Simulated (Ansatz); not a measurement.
**GaBH+ (triplet): the correlation ladder, cc-pVDZ**

One table from this session's results is given with a row withheld; the runs are named, their logs left out.

Program: Ansatz 0.2.0, Gaussian basis. Level of theory: cc-pVDZ, core rule «outside noble gas», up to 15 orbitals frozen. These are calculated values, not measurements.

The runs, in order: UHF; CCSD(T) on ROHF; CCSD(T) on UHF; BCCD(T) on ROHF; CISD; CCSDT(Q) on ROHF; CCSDT(Q) on UHF.

33 further runs of the same task are left out: 2 for a known fault of the program, 19 that didn't finish, 12 set aside as unsound or not needed.

**The geometry**

The geometry is a PBE0/def2-TZVP stationary point (not a proven minimum) of the parent state, kept for this charge and spin. No spin-orbit coupling is included. The filled d shell of Ga may be among the frozen orbitals whatever the setting's name suggests; the logs give the count.

3 atoms, charge 1, spin multiplicity 3.

Atoms are counted from 1 here; the program's logs count them from 0.

Bond lengths: B1–Ga2 2.185 Å, B1–H3 1.201 Å. Angles: Ga2–B1–H3 177.0°.

Set-up of the first run:

in.yaml

```yaml
crystal:
  periodic: [false, false, false]
  atoms:
    - {symbol: B, position_ang: [0.000000, -0.022646, 0.328403]}
    - {symbol: Ga, position_ang: [0.000000, -0.009056, -1.856331]}
    - {symbol: H, position_ang: [0.000000, 0.031702, 1.527927]}
basis:
  gaussian: {orbitals: cc-pVDZ}
total_charge: 1
magnetization: {spin_polarized: true, initial_magnetization: 2}
hamiltonian: {xc: hf}
output: {orbitals: {seedname: orbitals}}
```

The run is started by

```console
$ ansatz run in.yaml --threads 1 --pin off --events-out ev --progress --plain --max-ram 2393MiB
```

Steps of the session up to this table: UHF; CCSD(T) on ROHF; CCSD(T) on UHF; BCCD(T) on ROHF; CISD; CCSDT(Q) on ROHF; CCSDT(Q) on UHF.

One of the session's tables, all rows but one given; the rest of the session is left out.

| method | from UCCSDT(Q) (meV) |
| --- | --- |
| ROHF | +3136.1 |
| UHF | +2893.7 |
| RMP2 | +827.4 |
| UMP2 | +865.3 |
| CISD | ? |
| RCCSD | +130.6 |
| UCCSD | +111.0 |
| RCCSD(T) | +42.6 |
| UCCSD(T) | +34.2 |
| BCCD(T) | +42.9 |
| RCCSDT | +13.1 |
| UCCSDT | +3.6 |
| RCCSDT(Q) | +9.0 |
| UCCSDT(Q) | 0 |

Estimate the missing values for CISD.

**Answer.** from UCCSDT(Q) (meV): +224.1. In the column «from UCCSDT(Q) (meV)» it lies between RCCSD (+130.6) and RMP2 (+827.4).

To keep in mind: Restricted and unrestricted rows rest on different reference determinants; where their highest levels disagree by more than a few hundredths of an eV, they describe different states and don't form one ladder.
